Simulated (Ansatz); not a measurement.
# YbAlGa: a relaxation

Aim: a sound relaxation of YbAlGa. The structure is shown as the input types it.

Computed with Ansatz 0.2.0 (DFT r2SCAN, scalar-relativistic, plane waves, PAW; settings changed (as first typed), unless a step's input says otherwise).

1 further run of the same task is left out (set aside as unsound or not needed). Runs told in other sessions of the task aren't counted.

### 1 The starting structure

The structure is hexagonal, space group P6_3/mmc (No. 194). The conventional cell has a = 4.571 Å, b = 4.571 Å, c = 7.176 Å, α = 90.00°, β = 90.00°, γ = 120.00°. Al (site symmetry -6m2) is surrounded by 3 Ga at 2.64 Å and 6 Yb at 3.19 Å. Around Ga (site symmetry -6m2) lie 3 Al at 2.64 Å and 6 Yb at 3.19 Å. Around Yb (site symmetry -3m) lie 6 Al at 3.19 Å and 6 Ga at 3.19 Å and 2 Yb at 3.59 Å.

As a file:

```
CELL_PARAMETERS angstrom
4.57107 0.00000 0.00000
-2.28553 3.95866 0.00000
0.00000 0.00000 7.17609
ATOMIC_POSITIONS crystal
Al 0.66667 0.33333 0.75000
Al 0.33333 0.66667 0.25000
Ga 0.66667 0.33333 0.25000
Ga 0.33333 0.66667 0.75000
Yb 0.00000 0.00000 0.00000
Yb 0.00000 0.00000 0.50000
```

### 2 The run

File input.yaml:

```yaml
crystal:
  lattice:
    - [4.57106533, 0.0, 0.0]
    - [-2.28553267, 3.9586587, 0.0]
    - [0.0, 0.0, 7.17609365]
  atoms:
    - { symbol: Al, position: [0.6666666667, 0.3333333333, 0.75] }
    - { symbol: Al, position: [0.3333333333, 0.6666666667, 0.25] }
    - { symbol: Ga, position: [0.6666666667, 0.3333333333, 0.25] }
    - { symbol: Ga, position: [0.3333333333, 0.6666666667, 0.75] }
    - { symbol: Yb, position: [0.0, 0.0, 0.0] }
    - { symbol: Yb, position: [0.0, 0.0, 0.5] }
basis:
  ecutwfc: 500
kpoints:
  mp_grid: { grid: [9, 9, 4] }
hamiltonian:
  xc: r2scan
scf:
  occupations: { method: gaussian, width: 0.05 }
  max_iter: 60
output:
  forces: true
  eigenvalues: true
  stress: true
relax:
  adjacent_minimum: "off"
  f_tol: 1.0e-09
  max_steps: 30
  cell: { stress_tol: 0.05 }
```

Command:

```sh
> ansatz run input.yaml --threads 8 --pin off --max-ram 14336MiB --backend cpu --events-out ev --progress --plain --runs-dir out
```

Q: Will this input give a usable result? If not, why, and what should change?

This run ends as converged. Convergence says nothing about whether the input makes sense.

In the input, relax.f_tol is 1.0e-09. The risk: force tolerance out of reach. It still converged here, which does not make the setting sound.

The test: set relax.f_tol to 0.005.
